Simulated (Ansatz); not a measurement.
# C3H5B: how energies converge with the basis set

How large a basis does C3H5B need? Two functionals are run in growing sets.

The runs use Ansatz 0.2.0, Gaussian basis; one geometry, several basis sets.

The runs, in order: PBE0-D4/def2-SVP; ωB97M-V/def2-SVP; PBE0-D4/def2-QZVPP; ωB97M-V/def2-QZVPP; the functionals' def2-TZVPP values are taken from earlier runs.

1 further run of the same task is left out (it didn't finish).

## (1) The relaxed structure

All runs share one geometry, relaxed beforehand with PBE0-D4 in a triple-zeta def2 set.

SMILES `CC1=CB1`, 9 atoms, charge 0, spin multiplicity 1.

Atoms are counted from 1 here; the program's logs count them from 0.

Bond lengths: C1–C2 1.474 Å, C1–H5 1.092 Å, C1–H6 1.093 Å, C1–H7 1.093 Å, C2–C3 1.349 Å, C2–B4 1.472 Å, C3–B4 1.463 Å, C3–H8 1.082 Å, B4–H9 1.183 Å. Angles: C2–C1–H5 112.9°, C2–C1–H6 109.9°, C2–C1–H7 109.7°, H5–C1–H6 109.0°, H5–C1–H7 108.8°, H6–C1–H7 106.2°, C1–C2–C3 141.0°, C1–C2–B4 156.7°, C3–C2–B4 62.3°, C2–C3–B4 63.0°, C2–C3–H8 138.8°, B4–C3–H8 158.2°, C2–B4–C3 54.7°, C2–B4–H9 153.0°, C3–B4–H9 152.3°.

Geometry (Å):

```csv
atom,x (Å),y (Å),z (Å)
C1,-0.02214,0.98953,-0.88272
C2,0.00911,-0.06224,0.14966
C3,0.06584,-1.40378,0.27748
B4,0.01591,-0.62055,1.51219
H5,-0.01671,0.58876,-1.89866
H6,-0.90952,1.61424,-0.75159
H7,0.83860,1.65247,-0.75988
H8,0.11155,-2.28116,-0.35483
H9,-0.00403,-0.52355,2.69135
```

## (2) PBE0-D4 in def2-SVP

Contents of in.yaml:

```yaml
crystal:
  periodic: [false, false, false]
  atoms:
    - {symbol: C, position_ang: [-0.022144, 0.989527, -0.882723]}
    - {symbol: C, position_ang: [0.009110, -0.062240, 0.149657]}
    - {symbol: C, position_ang: [0.065836, -1.403783, 0.277483]}
    - {symbol: B, position_ang: [0.015913, -0.620546, 1.512191]}
    - {symbol: H, position_ang: [-0.016710, 0.588756, -1.898661]}
    - {symbol: H, position_ang: [-0.909521, 1.614235, -0.751588]}
    - {symbol: H, position_ang: [0.838602, 1.652466, -0.759884]}
    - {symbol: H, position_ang: [0.111547, -2.281163, -0.354825]}
    - {symbol: H, position_ang: [-0.004033, -0.523553, 2.691352]}
basis:
  gaussian: {orbitals: def2-SVP}
hamiltonian: {xc: pbe0, dispersion: d4}
output: {orbitals: {seedname: orbitals}}
```

On the command line:

```console
ansatz run in.yaml --threads 2 --pin off --events-out ev --progress --plain --max-ram 4352MiB
```

The runs that follow: ωB97M-V in def2-SVP; PBE0-D4 in def2-QZVPP; ωB97M-V in def2-QZVPP.

Before running them: what should the planned runs give, taken together? Wanted: PBE0-D4: double and triple zeta above quadruple; ωB97M-V: double and triple zeta above quadruple.

The runs gave:

```
                                       quantity          value
PBE0-D4: double and triple zeta above quadruple  4.34, 0.22 eV
ωB97M-V: double and triple zeta above quadruple  4.55, 0.20 eV
```

In words: PBE0-D4 gains 4.11 eV from double to triple zeta, then 0.22 eV more. These are total energies; as a rule much of such shifts cancels in differences, which this series doesn't test. The LUMO of ωB97M-V is positive and keeps falling with the basis (2.57 to 1.81 eV): an unbound level that the basis holds in place.
